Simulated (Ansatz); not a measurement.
# C7H11N: the cost of one run

The runs use Ansatz 0.2.0, Gaussian basis; the settings change from run to run.

1 further run of the same task is left out (it didn't finish). Runs told in other sessions of the task aren't counted.

## 1. The molecule

The structure was relaxed beforehand with PBE0-D4 in a triple-zeta def2 set.

SMILES `N#CC1CCCCC1`, 19 atoms, charge 0, spin multiplicity 1.

Atoms are counted from 1 here; the program's logs count them from 0.

Bond lengths: N1–C2 1.150 Å, C2–C3 1.460 Å, C3–C4 1.535 Å, C3–C8 1.535 Å, C3–H9 1.095 Å, C4–C5 1.521 Å, C4–H10 1.096 Å, C4–H11 1.093 Å, C5–C6 1.523 Å, C5–H12 1.093 Å, C5–H13 1.096 Å, C6–C7 1.523 Å, C6–H14 1.098 Å, C6–H15 1.093 Å, C7–C8 1.521 Å, C7–H16 1.096 Å, C7–H17 1.093 Å, C8–H18 1.093 Å and more. Angles: N1–C2–C3 179.2°, C2–C3–C4 110.4°, C2–C3–C8 110.4°, C2–C3–H9 106.5°, C4–C3–C8 110.7°, C4–C3–H9 109.3°, C8–C3–H9 109.3°, C3–C4–C5 111.7°, C3–C4–H10 107.2°, C3–C4–H11 109.9°, C5–C4–H10 109.8°, C5–C4–H11 110.9°, H10–C4–H11 107.1°, C4–C5–C6 111.4°, C4–C5–H12 109.6°, C4–C5–H13 109.2°, C6–C5–H12 110.5°, C6–C5–H13 109.5° and more.

## 2. BLYP/def2-SVPD

Set apart from the defaults: coordinates scaled by 1.25, finite nuclei, D4 dispersion.

in.yaml reads:

```yaml
crystal:
  periodic: [false, false, false]
  atoms:
    - {symbol: N, position_ang: [-1.731425, 3.112233, 1.613066]}
    - {symbol: C, position_ang: [-1.126020, 1.808658, 1.650232]}
    - {symbol: C, position_ang: [-0.353638, 0.154944, 1.671190]}
    - {symbol: C, position_ang: [1.463933, 0.256236, 1.063929]}
    - {symbol: C, position_ang: [1.563440, 0.686752, -0.785408]}
    - {symbol: C, position_ang: [0.556803, -0.537749, -1.839529]}
    - {symbol: C, position_ang: [-1.252300, -0.634348, -1.254966]}
    - {symbol: C, position_ang: [-1.362878, -1.070020, 0.592537]}
    - {symbol: H, position_ang: [-0.372867, -0.266817, 2.973131]}
    - {symbol: H, position_ang: [2.035010, -0.968513, 1.285777]}
    - {symbol: H, position_ang: [2.154818, 1.164458, 1.814108]}
    - {symbol: H, position_ang: [2.870750, 0.697545, -1.183377]}
    - {symbol: H, position_ang: [1.086031, 1.956299, -0.978732]}
    - {symbol: H, position_ang: [1.126622, -1.782745, -1.753751]}
    - {symbol: H, position_ang: [0.607110, -0.176802, -3.156694]}
    - {symbol: H, position_ang: [-1.867559, 0.570517, -1.471304]}
    - {symbol: H, position_ang: [-1.941866, -1.560495, -1.985929]}
    - {symbol: H, position_ang: [-2.662645, -1.095724, 1.010752]}
    - {symbol: H, position_ang: [-0.845443, -2.319930, 0.805470]}
basis:
  gaussian: {orbitals: def2-SVPD, nuclear_model: gaussian}
hamiltonian: {xc: {name: BLYP}, dispersion: d4}
```

Launch:

```sh
ansatz run in.yaml --threads 2 --pin off --events-out ev --progress --plain --max-ram 22528MiB --backend cpu
```

What time and memory should one allow on 2 threads of AMD EPYC 7R13, shared host?

About 4.8 s, with a peak of 0.42 GiB.
